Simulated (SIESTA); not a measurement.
Crystal: Pb2O.

```
Pb O
1.0
     5.38000    0.00000    0.00000
     0.00000    5.38000    0.00000
     0.00000    0.00000    5.38000
Pb O
4 2
Cartesian
  3.9698 1.4094 4.0585
  1.3897 4.0270 4.0182
  4.0235 4.0394 1.3587
  1.3611 1.3283 1.3704
  2.6689 2.6598 2.7254
  -0.0303 0.0040 -0.0034
```

The cell isn't the ideal one: atoms moved at random, drawn with an rms of 0.05 Å.

Base run:

* Program: SIESTA 5.4.2
* Functional: PBEsol
* Potentials or basis: PseudoDojo 0.4 standard (PBEsol files)
* Basis: DZP (energy shift 0.003 Ry; two zetas on semicore shells)
* Grid cutoff: 800 Ry
* Energy shift: 0.003 Ry
* k mesh: 5 × 5 × 5
* Occupations: fermi-dirac, width 0.05 eV
* Spin: no spin polarisation

Its results: band gap on the k mesh none (metal or under the smearing width); pressure 1.6 GPa; largest force 0.919 eV/Å.

Problem. The run is repeated on the same cell with these changes: functional from PBEsol to PBE; potentials or basis from PseudoDojo 0.4 standard (PBEsol files) to PseudoDojo 0.4 standard (PBE files). What comes out?

Solution. Band gap on the k mesh none (metal or under the smearing width); pressure 4.3 GPa; largest force 0.969 eV/Å.

Caveats: the basis of atomic orbitals isn't converged, which shifts pressures, moduli and gaps.
